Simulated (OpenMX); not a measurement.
## HfIn4SiO6 under changes of volume

One of the cells (15.770 Å³/atom); the others are scaled copies at fixed shape and fractional positions:

```
Hf In Si O
1.0
     2.71585   -4.70357    0.00833
     2.71585    4.70357    0.00833
    -1.87915    0.00000    7.40127
Hf In Si O
1 4 1 6
Direct
  0.78835 0.21165 0.00000
  0.62175 0.37825 0.50000
  0.45502 0.54498 0.00000
  0.28407 0.71593 0.50000
  0.95814 0.04186 0.50000
  0.12168 0.87832 0.00000
  0.06219 0.11415 0.86666
  0.88585 0.93781 0.13334
  0.79490 0.53784 0.86663
  0.46216 0.20510 0.13337
  0.15352 0.62879 0.13333
  0.37121 0.84648 0.86667
```

The cell was built by a generator and needn't be a form met in nature.

- Program: OpenMX 3.8.5
- Functional: PBE
- Potentials or basis: OpenMX 2013 PBE set, Hf7.0-s3p2d2, In7.0-s3p2d1, Si7.0-s2p1d1, O6.0-s2p2, fixed grid of 63 × 63 × 100 points
- k mesh: 7 × 7 × 5
- Occupations: fermi-dirac, width 0.05 eV
- Spin: no spin polarisation

| volume (Å³/atom) | energy over the lowest point (meV/atom) | largest force (eV/Å) |
| --- | --- | --- |
| 14.824 | ? | ? |
| 15.139 | 25.48 | 0.746 |
| 15.454 | 11.68 | 0.539 |
| 15.770 | 3.37 | 0.375 |
| 16.085 | 0.00 | 0.281 |
| 16.401 | 1.04 | 0.298 |
| 16.716 | 6.04 | 0.394 |

Problem. What does the run at 14.824 Å³/atom give?

Solution. Energy over the lowest point 45.42 meV/atom; largest force 0.980 eV/Å.

Worked out: A Birch-Murnaghan fit of order 3 (a polynomial in V^(-2/3)) to the other rows has its minimum at 16.16 Å³/atom with B0 = V·E''(V) = 112 GPa and B' = 4.6 at fixed shape and positions, which overstates the stiffness. It gives 45.41 meV/atom at 14.824 Å³/atom, against the run's 45.42.

Energies are extrapolated to zero smearing.

Caveats: the basis has few d functions beyond the semicore shells, which can make volumes several per cent too large; the basis of atomic orbitals isn't converged, which shifts pressures, moduli and gaps.
